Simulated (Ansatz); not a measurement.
CH₇ClOSi₂, SMILES O[SiH]([SiH3])CCl, a comparison of dispersion corrections

Computed with the Ansatz DFT code, driven from Python.

Contents of `ch7closi2.xyz`:
```text
12

O    -1.25300    1.38250    0.74240
Si   -0.02680    0.64410   -0.00570
Si    0.99760   -0.81460    1.44940
C    -0.44210   -0.34890   -1.47900
Cl   -1.38540    0.68140   -2.64230
H    -1.79510    2.06770    0.17030
H     0.97010    1.70290   -0.40640
H     0.12660   -1.87480    1.86780
H     1.53500   -0.09040    2.71400
H     2.18360   -1.45700    0.79580
H     0.33700   -0.77690   -1.97980
H    -1.17030   -1.17110   -1.19230
```

`disp_ch7closi2.py`
```python
# -*- coding: utf-8 -*-
"""Size of D3 and D4 in CH7ClOSi2."""

import ansatz as az

molecule = az.Crystal.molecule_from_extxyz("ch7closi2.xyz")

calc = molecule.calculation().basis(gaussian="def2-SVP")
for name in ["r2scan", "b3lyp"]:
    for correction in ("d3bj", "d4"):
        summary = calc.functional(name, dispersion=correction).run(threads=1, pin="off").report
        print(f"{name:8s} {correction:5s} total {summary['free_energy_ev']:.5f} eV, of which dispersion {1000 * summary['dispersion']['energy']['ev']:.2f} meV")
```

```console
$ python disp_ch7closi2.py
DeckWarning: the engine holds no damping parameters fitted to this dispersion correction and functional, so the run takes those fitted to r2scan beside the three-body term, which d3bj leaves out (hamiltonian.dispersion, under Limitations)
r2scan   d3bj  total -31461.32843 eV, of which dispersion -90.43 meV
r2scan   d4    total -31461.31391 eV, of which dispersion -75.91 meV
b3lyp    d3bj  total -31467.23278 eV, of which dispersion -562.19 meV
b3lyp    d4    total -31467.16331 eV, of which dispersion -492.72 meV
```
(Warnings from the package without file and line.)

Total energies depend on the basis set; only differences at equal settings carry meaning. The geometry is a force-field or estimated start, not a minimum of this method, and the basis set is short of its limit. D4 holds the three-body term, and d3bj doesn't. b3lyp holds the VWN-RPA fit, as in Gaussian; the form of ORCA and Turbomole is b3lyp5. A dispersion term here runs with damping parameters fitted for another variant or functional. Run time: 31 s on 1 thread of Arm Neoverse V2, with other jobs on the host, peak memory 0.34 GiB.
